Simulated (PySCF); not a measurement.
**[Tl(OH)2]+: other functionals and bases at one geometry**

How far do other levels of theory move the description of [Tl(OH)2]+, and what does each cost? The structure is generated, not taken from experiment.

Computed with PySCF 2.14.0. Level: several levels, as the steps say, no spin–orbit coupling.

1 further run of the same task is left out (for a known fault of the program).

### 1 Where the work starts

5 atoms, charge 1, spin multiplicity 1.

Bond lengths: Tl1–O2 1.975 Å, Tl1–O4 1.975 Å, O2–H3 0.976 Å, O4–H5 0.976 Å. Angles: O2–Tl1–O4 168.5°, Tl1–O2–H3 111.6°, Tl1–O4–H5 111.6°.

Geometry (Å):

```xyz
5

Tl    0.00000    0.00000    0.71183
O     1.95964    0.14762    0.91026
H     2.42530   -0.15946    0.10972
O    -1.95964   -0.14762    0.91026
H    -2.42530    0.15946    0.10972
```

Formal oxidation states: Tl +3. An earlier session relaxed this geometry at PBE0, Tl def2-SVP with ECP60, O def2-SVP, H def2-SVP (singlet, point group C2).

At PBE0 on the finer grid: E = -323.549302 Eh, HOMO -15.10 eV, LUMO -9.27 eV, Mulliken charge on Tl1 +1.14 e, largest force component 0.012 eV/Å. 

Levels to run: PBE; B3LYP; PBE0, TZVP. Hardware: 2 threads of Arm Neoverse V2, shared host.

### 2 PBE

run.py (the lines that set the calculation)

```python
mol = gto.M(atom='''
Tl     0.00000     0.00000     0.71183
O      1.95964     0.14762     0.91026
H      2.42530    -0.15946     0.10972
O     -1.95964    -0.14762     0.91026
H     -2.42530     0.15946     0.10972''',
    basis={'Tl': 'def2-SVP', 'O': 'def2-SVP', 'H': 'def2-SVP'},
    ecp={'Tl': 'def2-SVP'},
    charge=1, spin=0)
mf = dft.RKS(mol, xc='PBE')
mf.grids.atom_grid = (75, 302)
mf = mf.density_fit()  # fitting sets: Tl def2-universal-JKFIT, O def2-universal-JKFIT, H def2-universal-JKFIT
mf.conv_tol = 1e-08; mf.max_cycle = 55
mf.kernel(dm0)  # dm0: the density of the relaxed state
```

The run is started by

```bash
> OMP_NUM_THREADS=2 python run.py
```

### 3 B3LYP

Changes to run.py (the lines that set the calculation) since step 2:

```diff
@@ -9,3 +9,3 @@
     charge=1, spin=0)
-mf = dft.RKS(mol, xc='PBE')
+mf = dft.RKS(mol, xc='B3LYP')
 mf.grids.atom_grid = (75, 302)
```

### 4 PBE0, TZVP

Basis: Tl def2-TZVP with ECP60, O def2-TZVP, H def2-TZVP. 

run.py (the lines that set the calculation)

```python
mol = gto.M(atom='''
Tl     0.00000     0.00000     0.71183
O      1.95964     0.14762     0.91026
H      2.42530    -0.15946     0.10972
O     -1.95964    -0.14762     0.91026
H     -2.42530     0.15946     0.10972''',
    basis={'Tl': 'def2-TZVP', 'O': 'def2-TZVP', 'H': 'def2-TZVP'},
    ecp={'Tl': 'def2-TZVP'},
    charge=1, spin=0)
mf = dft.RKS(mol, xc='PBE0')
mf.grids.atom_grid = (75, 302)
mf = mf.density_fit()  # fitting sets: Tl def2-universal-JKFIT, O def2-universal-JKFIT, H def2-universal-JKFIT
mf.conv_tol = 1e-08; mf.max_cycle = 55
mf.kernel(dm0)  # dm0: free metal ions and neutral atoms
```

**Question.** What will these runs give? Wanted: for each run, HOMO; gap; charge on Tl1; dipole; largest force.

As calculated:

| level | state | HOMO (eV) | gap (eV) | charge on Tl1 (e) | dipole (D) | largest force (eV/Å) | basis functions | time |
| --- | --- | --- | --- | --- | --- | --- | --- | --- |
| PBE0 (relaxed here) | singlet | -15.10 | 5.83 | 1.14 | 2.94 | 0.01 | 64 | 3.1 s |
| PBE | singlet | -13.30 | 3.05 | 1.02 | 2.75 | 0.63 | 64 | 1.7 s |
| B3LYP | singlet | -14.79 | 5.22 | 1.10 | 2.88 | 0.28 | 64 | 1.5 s |
| PBE0, TZVP | singlet | -15.13 | 5.97 | 1.16 | 2.82 | 0.77 | 124 | 4.4 s |

Times are on 2 threads of Arm Neoverse V2, shared host; the first row also made further properties. The dipole of a charged species depends on the origin, so these sizes hold for this origin alone.

In one basis the HOMO–LUMO gap runs from 3.05 eV (PBE) to 5.83 eV (PBE0). The largest leftover force, 0.77 eV/Å with PBE0, TZVP, stands at a geometry relaxed at another level. The Mulliken charge on Tl spans +1.02 to +1.16 e over the levels. Total energies of different levels can't be compared. Spin–orbit coupling is left out throughout.
